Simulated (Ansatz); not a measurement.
**Si₂SnH₆: up Jacob's ladder to CCSD(T)**

Aim: compute Si₂SnH₆ with functionals from several rungs and with coupled cluster, and see how far each lands from CCSD(T) at the basis-set limit for the atomisation energy.

Program: Ansatz 0.2.0, Gaussian basis. Level of theory: functionals in def2-TZVPP, the program's frozen cores in correlated methods. These are calculated values, not measurements.

Plan: LDA (SPW92), PBE-D4, revPBE-D4, BLYP-D4, r2SCAN-D4, B97M-V, PBE0-D4, B3LYP-D4, r2SCANh-D4, r2SCAN0-D4, HSE06-D4, BHLYP-D4, CAM-B3LYP-D4, LC-ωPBE, ωB97X-V, ωB97M-V, B2PLYP, PBE-QIDH; CCSD(T)/def2-SVP; CCSD(T)/def2-TZVPP; MP2/def2-QZVPP; extrapolation to the limit; RPA on PBE.

### Step 1. The geometry

All runs share one geometry, relaxed beforehand with PBE0-D4 in a triple-zeta def2 set. Sn takes the def2 core potential; no spin-orbit term is included.

SMILES `[SiH2]1[SiH2][SnH2]1`, 9 atoms, charge 0, spin multiplicity 1.

Atoms are counted from 1 here; the program's logs count them from 0.

Bond lengths: Si1–Si2 2.344 Å, Si1–Sn3 2.561 Å, Si1–H4 1.485 Å, Si1–H5 1.485 Å, Si2–Sn3 2.562 Å, Si2–H6 1.485 Å, Si2–H7 1.485 Å, Sn3–H8 1.699 Å, Sn3–H9 1.699 Å. Angles: Si2–Si1–Sn3 62.8°, Si2–Si1–H4 117.9°, Si2–Si1–H5 117.9°, Sn3–Si1–H4 118.9°, Sn3–Si1–H5 119.0°, H4–Si1–H5 112.1°, Si1–Si2–Sn3 62.8°, Si1–Si2–H6 117.8°, Si1–Si2–H7 117.8°, Sn3–Si2–H6 119.1°, Sn3–Si2–H7 119.1°, H6–Si2–H7 112.1°, Si1–Sn3–Si2 54.5°, Si1–Sn3–H8 119.6°, Si1–Sn3–H9 119.6°, Si2–Sn3–H8 119.5°, Si2–Sn3–H9 119.5°, H8–Sn3–H9 112.6°.

### Step 2. LDA

This LDA is Slater exchange with PW92 correlation.

Contents of in.yaml:

```yaml
crystal:
  periodic: [false, false, false]
  atoms:
    - {symbol: Si, position_ang: [-0.972022, 0.380502, -0.923261]}
    - {symbol: Si, position_ang: [1.224327, 0.674155, -0.159280]}
    - {symbol: Sn, position_ang: [-0.220358, -1.054161, 1.061126]}
    - {symbol: H, position_ang: [-1.166376, -0.267143, -2.245488]}
    - {symbol: H, position_ang: [-1.942674, 1.480082, -0.690408]}
    - {symbol: H, position_ang: [1.554780, 1.950881, 0.523590]}
    - {symbol: H, position_ang: [2.329284, 0.204516, -1.033391]}
    - {symbol: H, position_ang: [0.084777, -2.709311, 0.832092]}
    - {symbol: H, position_ang: [-0.803238, -0.705922, 2.618020]}
basis:
  gaussian: {orbitals: def2-TZVPP}
hamiltonian: {xc: lda}
output: {orbitals: {seedname: orbitals}}
```

On the command line:

```console
$ ansatz run in.yaml --threads 2 --pin off --events-out ev --progress --plain --max-ram 4352MiB
```

After this run come: PBE-D4 (GGA); revPBE-D4 (GGA); BLYP-D4 (GGA); r2SCAN-D4 (meta-GGA); B97M-V (meta-GGA); B3LYP-D4 (hybrid); r2SCANh-D4 (hybrid); r2SCAN0-D4 (hybrid); HSE06-D4 (hybrid); BHLYP-D4 (hybrid); CAM-B3LYP-D4 (range-separated); LC-ωPBE (range-separated); ωB97X-V (range-separated); ωB97M-V (range-separated); B2PLYP (double hybrid); PBE-QIDH (double hybrid); CCSD(T) in def2-SVP; CCSD(T) in def2-TZVPP; MP2 in def2-QZVPP; RPA on PBE orbitals.

Q: Predict the results of all the runs planned. Wanted: atomisation energy, CCSD(T)/CBS; farthest beyond LDA; mean size of error, GGA; mean size of error, meta-GGA; mean size of error, hybrid; mean size of error, range-separated; mean size of error, double hybrid; gap, smallest and largest; T1 diagnostic.

**Answer**, as computed:

| quantity | value |
| --- | --- |
| atomisation energy, CCSD(T)/CBS | 2318.2 kJ/mol |
| functionals within 23.2 kJ/mol (1.0 %) | r2SCAN-D4, r2SCANh-D4, ωB97X-V |
| farthest beyond LDA | revPBE-D4 (-83.2 kJ/mol) |
| mean size of error, GGA | 65.8 kJ/mol |
| mean size of error, meta-GGA | 23.1 kJ/mol |
| mean size of error, hybrid | 38.6 kJ/mol |
| mean size of error, range-separated | 33.4 kJ/mol |
| mean size of error, double hybrid | 64.3 kJ/mol |
| gap, smallest and largest | 3.77 eV (PBE-D4), 9.91 eV (LC-ωPBE) |
| T1 diagnostic | 0.0143 |
| triples share of the correlation energy | 3.5 % |

In words: The LDA atomisation energy is off by 258.1 kJ/mol (11 %): it overbinds. PBE-D4 is off by -43.9 kJ/mol. Double hybrids carry the basis error of their MP2 part in triple zeta, and no dispersion term here, so their miss is partly the set-up's. By mean error the best rung here is meta-GGA (23.1 kJ/mol) and the worst beyond LDA is GGA (65.8 kJ/mol). The gap between the best rungs is small, so their order is not settled. The reference freezes the cores and leaves out spin-orbit coupling and excitations past (T), and its outer-core shells are covered unevenly, so misses under about 23.2 kJ/mol can't be ranked. All levels share the lack of spin-orbit coupling, which lowers the free heavy atoms and so the true binding. Hartree-Fock recovers 72 % of the binding; the rest is correlation. CCSD(T) in def2-SVP is off by -202.5 kJ/mol, more than most functionals: a good method in a small basis is no reference. The gap grows from 3.8 to 9.9 eV across the functionals, mostly with the share of exact exchange. Correlated methods include outer-core shells of Sn, which these sets cover unevenly.
